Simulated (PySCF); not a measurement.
# A diatomic session: KCa+

An exercise on one series of results from a longer session: the logs are not shown, and one member is left open.

The runs use PySCF 2.14.0; K x2c-SVPall, Ca x2c-SVPall, spin-free X2C with a Gaussian nucleus.

The first run:

Settings of the job:

* atoms: K, Ca
* charge: 1
* basis: K x2c-SVPall, Ca x2c-SVPall
* Hamiltonian: spin-free X2C with a Gaussian nucleus
* basis functions: 48
* electrons treated: 38
* masses in u: 38.9637, 39.9626
* levels: PBE0, PBE, r²SCAN, B97-3, r²SCANh, B2PLYP, ωB97X, HF, MP2, SCS-MP2, CCSD, CCSD(T)
* grid: 80 radial by 434 angular points
* occupations: held fixed by the projection of orbital angular momentum
* dissociation limit: K+ + Ca, each in its ground configuration
* starting distance in angstrom: 3.635
* values of 2S to try: 0, 2

The run is started by

```console
$ OMP_NUM_THREADS=1 python dia.py task.json out
```

Among the steps run: Input; The PBE0 curve of the state that the search chose; Higher solutions at PBE0; PBE (GGA); r²SCAN; B97-3; r²SCANh (hybrid meta-GGA); B2PLYP (double hybrid); ωB97X (range-separated hybrid); RHF (mean field); MP2 and coupled cluster.

One table of the session follows, with a row left open; its other results are not shown here.

Energy (eV) from each level's lowest point:

| R (Å) | RHF | RHF-MP2 | RHF-SCS-MP2 | RHF-CCSD | RHF-CCSD(T) |
| --- | --- | --- | --- | --- | --- |
| 3.544 | 0.270 | 0.195 | 0.207 | n/a | n/a |
| 3.709 | 0.151 | 0.097 | 0.106 | 0.104 | 0.103 |
| 3.874 | 0.073 | 0.038 | 0.043 | 0.042 | 0.041 |
| 3.997 | 0.035 | 0.013 | 0.016 | 0.015 | 0.014 |
| 4.121 | 0.013 | 0.001 | 0.003 | 0.002 | 0.002 |
| 4.245 | 0.001 | 0.000 | 0.000 | 0.000 | 0.000 |
| 4.410 | ? | ? | ? | ? | ? |
| 4.615 | 0.014 | 0.038 | 0.034 | 0.039 | 0.040 |
| 4.863 | 0.045 | 0.082 | 0.077 | 0.086 | 0.087 |
| 5.192 | 0.099 | 0.149 | 0.142 | n/a | n/a |

Estimate the missing values for R (Å) = 4.410.

Worked estimate for «RHF». A straight line through the neighbours (4.245, 0.001) and (4.615, 0.014) gives 0.001 + (0.014 − 0.001) × (4.410 − 4.245) / (4.615 − 4.245) = 0.007; a parabola fitted to 4 rows on both sides gives 0.001.

The run gave: RHF: 0.000; RHF-MP2: 0.011; RHF-SCS-MP2: 0.009; RHF-CCSD: 0.011; RHF-CCSD(T): 0.011. In «RHF» the line misses by +0.007 and the parabola by +0.001.
